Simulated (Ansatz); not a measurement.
# CH₇AlSi₂: how energies converge with the basis set

The task here is to estimate one member of a computed series from the others.

Program: Ansatz 0.2.0, Gaussian basis. Level of theory: one geometry, several basis sets. These are calculated values, not measurements.

Plan: PBE0-D4/def2-SVP; ωB97M-V/def2-SVP; PBE0-D4/def2-QZVPP; ωB97M-V/def2-QZVPP; the functionals' def2-TZVPP values are taken from earlier runs.

## Structure used throughout

An earlier PBE0-D4 in a triple-zeta def2 set relaxation fixed the geometry.

SMILES `C1[SiH2][AlH][SiH2]1`, 11 atoms, charge 0, spin multiplicity 1.

Atoms are counted from 1 here; the program's logs count them from 0.

Bond lengths: C1–Si2 1.906 Å, C1–Si4 1.906 Å, C1–H5 1.092 Å, C1–H6 1.096 Å, Si2–Al3 2.458 Å, Si2–H7 1.495 Å, Si2–H8 1.492 Å, Al3–Si4 2.458 Å, Al3–H9 1.588 Å, Si4–H10 1.492 Å, Si4–H11 1.495 Å. Angles: Si2–C1–Si4 102.7°, Si2–C1–H5 115.0°, Si2–C1–H6 107.9°, Si4–C1–H5 115.0°, Si4–C1–H6 107.9°, H5–C1–H6 107.9°, C1–Si2–Al3 87.4°, C1–Si2–H7 109.0°, C1–Si2–H8 114.1°, Al3–Si2–H7 110.0°, Al3–Si2–H8 127.5°, H7–Si2–H8 107.0°, Si2–Al3–Si4 74.6°, Si2–Al3–H9 142.7°, Si4–Al3–H9 142.7°, C1–Si4–Al3 87.4°, C1–Si4–H10 114.1°, C1–Si4–H11 109.0° and more.

The first run:

The input, in.yaml:

```yaml
crystal:
  periodic: [false, false, false]
  atoms:
    - {symbol: C, position_ang: [-0.747664, 0.534736, -0.672099]}
    - {symbol: Si, position_ang: [-0.985686, -1.079636, 0.312146]}
    - {symbol: Al, position_ang: [1.019755, -0.462254, 1.591874]}
    - {symbol: Si, position_ang: [1.113754, 0.884669, -0.461803]}
    - {symbol: H, position_ang: [-1.096589, 0.500050, -1.706640]}
    - {symbol: H, position_ang: [-1.300711, 1.328913, -0.156651]}
    - {symbol: H, position_ang: [-0.684633, -2.241927, -0.579315]}
    - {symbol: H, position_ang: [-2.370503, -1.276613, 0.832297]}
    - {symbol: H, position_ang: [1.767697, -0.719014, 2.969164]}
    - {symbol: H, position_ang: [1.479980, 2.325923, -0.587270]}
    - {symbol: H, position_ang: [1.870001, 0.148151, -1.521003]}
basis:
  gaussian: {orbitals: def2-SVP}
hamiltonian: {xc: pbe0, dispersion: d4}
output: {orbitals: {seedname: orbitals}}
```

Command:

```sh
$ ansatz run in.yaml --threads 2 --pin off --events-out ev --progress --plain --max-ram 4352MiB
```

Among the steps run: PBE0-D4 in def2-SVP; ωB97M-V in def2-SVP; PBE0-D4 in def2-QZVPP; ωB97M-V in def2-QZVPP.

One of the session's tables, all rows but one given; the rest of the session is left out.

It belongs to the step «Density functionals: the series». 

| functional | basis | HOMO (eV) | LUMO (eV) |
| --- | --- | --- | --- |
| PBE0-D4 | def2-SVP | ? | ? |
| PBE0-D4 | def2-TZVPP | -6.48 | -2.36 |
| PBE0-D4 | def2-QZVPP | -6.48 | -2.37 |
| ωB97M-V | def2-SVP | -8.37 | -0.64 |
| ωB97M-V | def2-TZVPP | -8.37 | -0.69 |
| ωB97M-V | def2-QZVPP | -8.37 | -0.75 |

**Question.** Estimate the row for PBE0-D4, def2-SVP.

The run gave: HOMO (eV): -6.52; LUMO (eV): -2.35. In the column «HOMO (eV)» it lies between ωB97M-V, def2-QZVPP (-8.37) and PBE0-D4, def2-TZVPP (-6.48).
